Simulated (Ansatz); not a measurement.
## LiMg, space group Pm-3m: a convergence test of the plane-wave cutoff, step by step

With Ansatz 0.2.0, Python API.

The cells in order, each with its output:

In [1]:
```python
import csv
import warnings

import ansatz as az
```

In [2]:
```python
warnings.simplefilter("ignore", az.DeckWarning)
```

In [3]:
```python
cell = (
    az.Lattice.from_parameters(3.415326, 3.415326, 3.415326, alpha=90.0, beta=90.0, gamma=90.0)
    .atom("Li", (0.0, 0.0, 0.0))
    .atom("Mg", (0.5, 0.5, 0.5))
)
```

In [4]:
```python
len(cell.resolved().sites)
```
Out [4]:
```text
2
```

In [5]:
```python
calc = cell.calculation().kpoints(9).functional(az.Functional.PBESOL).occupations("cold", width=0.15)
```

In [6]:
```python
rows = []
for value in [250, 325, 400, 475, 550, 625]:
    r = calc.basis(value).run(threads=1).report
    rows.append((value, r["free_energy_ev"] / len(r["lattice"]["sites"]), r["n_iterations"], r["n_pw"]))
```

In [7]:
```python
with open("ecut.csv", "w", newline="") as handle:
    writer = csv.writer(handle)
    writer.writerow(["cutoff (eV)", "F/atom (eV)", "iterations", "plane waves"])
    writer.writerows([round(v, 5) if isinstance(v, float) else v for v in row] for row in rows)
```

In [8]:
```python
# differences from the last row
for row in rows[:-1]:
    shift = 1000 * (row[1] - rows[-1][1])
    print(f"{row[0]}: {shift:+.2f} meV/atom" + ("  (within 1 meV)" if abs(shift) < 1 else ""))
```
```text
250: +118.95 meV/atom
325: +3.11 meV/atom
400: +0.24 meV/atom  (within 1 meV)
475: +0.11 meV/atom  (within 1 meV)
550: +0.03 meV/atom  (within 1 meV)
```

It writes `ecut.csv`:
```csv
cutoff (eV),F/atom (eV),iterations,plane waves
250,-1057.46087,5,365
325,-1057.57671,5,515
400,-1057.57958,5,739
475,-1057.5797,5,925
550,-1057.57978,5,1189
625,-1057.57981,5,1365
```

From 400 eV on it stays within 1 meV an atom of the value at 625 eV; the first row (250 eV) is off by 118.9 meV and the last but one by 0.03 meV. The energy falls steadily, as expected when plane waves are added.

Notes:
- For a metal this k-point mesh is coarse: on a finer one energies can move by several to tens of meV an atom and pressures by half a GPa or more, differences at one mesh by less.
- This cell is a computed structure, which may not be the phase found in nature.
- Shifts are counted from the last row, which is itself no proven limit.
- The script silences the warnings on its input, which a real study should read.
- Timing: 4.1 s on 1 thread of Intel(R) Xeon(R) Processor @ 2.30GHz (shared host), peak memory 0.47 GiB.
